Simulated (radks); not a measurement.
# Mo³⁺ in [Kr] 4d3: an all-electron calculation

The task here is to estimate one member of a computed series from the others.

Program: radks (a radial shooting solver on a logarithmic mesh, Libxc functionals) version 1. Level of theory: scalar-relativistic Kohn-Sham, PBE, spin-polarised, spherical densities, point nucleus; open shells are filled with parallel spins first. These are calculated values, not measurements, unless marked.

### Starting point

* element: molybdenum (Z = 42)
* charge: +3
* electrons: 39
* configuration: [Kr] 4d3

Outer shells as boxes (Hund's rule):

Mo³⁺
```
[Kr] core
4d [↑ ][↑ ][↑ ][  ][  ]
```

The first run:

The run's settings:

```text
Z 42
configuration [Kr] 4d3
relativity scalar-relativistic
functional pbe,pbe
spin polarised
nucleus point
c 137.035999084
```

On the command line:

```console
> python run_ks.py task.json out
```

This one command runs every case of the session in turn.

One table of the session follows, with a row left open; its other results are not shown here.

It belongs to the step «Shells». From the orbitals of this run (lengths in bohr):

| level | <r> | outermost maximum (interpolated) | 90 % within | nodes |
| --- | --- | --- | --- | --- |
| 1s down | 0.03517 | 0.0229 | 0.0630 | 0 |
| 1s up | 0.03517 | 0.0229 | 0.0630 | 0 |
| 2s up | 0.1537 | 0.130 | 0.237 | 1 |
| 2s down | 0.1537 | 0.130 | 0.237 | 1 |
| 2p up | 0.1340 | 0.104 | 0.218 | 0 |
| 2p down | 0.1339 | 0.104 | 0.218 | 0 |
| 3s up | 0.4288 | 0.384 | 0.634 | 2 |
| 3s down | 0.4288 | 0.384 | 0.633 | 2 |
| 3p up | 0.4305 | 0.377 | 0.651 | 1 |
| 3p down | 0.4305 | 0.377 | 0.650 | 1 |
| 3d up | 0.4152 | 0.322 | 0.664 | 0 |
| 3d down | 0.4150 | 0.323 | 0.663 | 0 |
| 4s up | 1.099 | 0.988 | 1.60 | 3 |
| 4s down | 1.093 | 0.984 | 1.59 | 3 |
| 4p up | ? | ? | ? | ? |
| 4p down | 1.208 | 1.06 | 1.78 | 2 |
| 4d up | 1.602 | 1.31 | 2.47 | 1 |
| 4d down | 1.612 | 1.30 | 2.50 | 1 |

Q: Estimate the row for 4p up from the others.

**Answer.** <r>: 1.214; outermost maximum (interpolated): 1.07; 90 % within: 1.79; nodes: 2. In the column «<r>» it lies between 4p down (1.208) and 4d up (1.602).

Limits of these values: Open shells are spherical and high-spin; term and fine-structure splittings are not resolved.
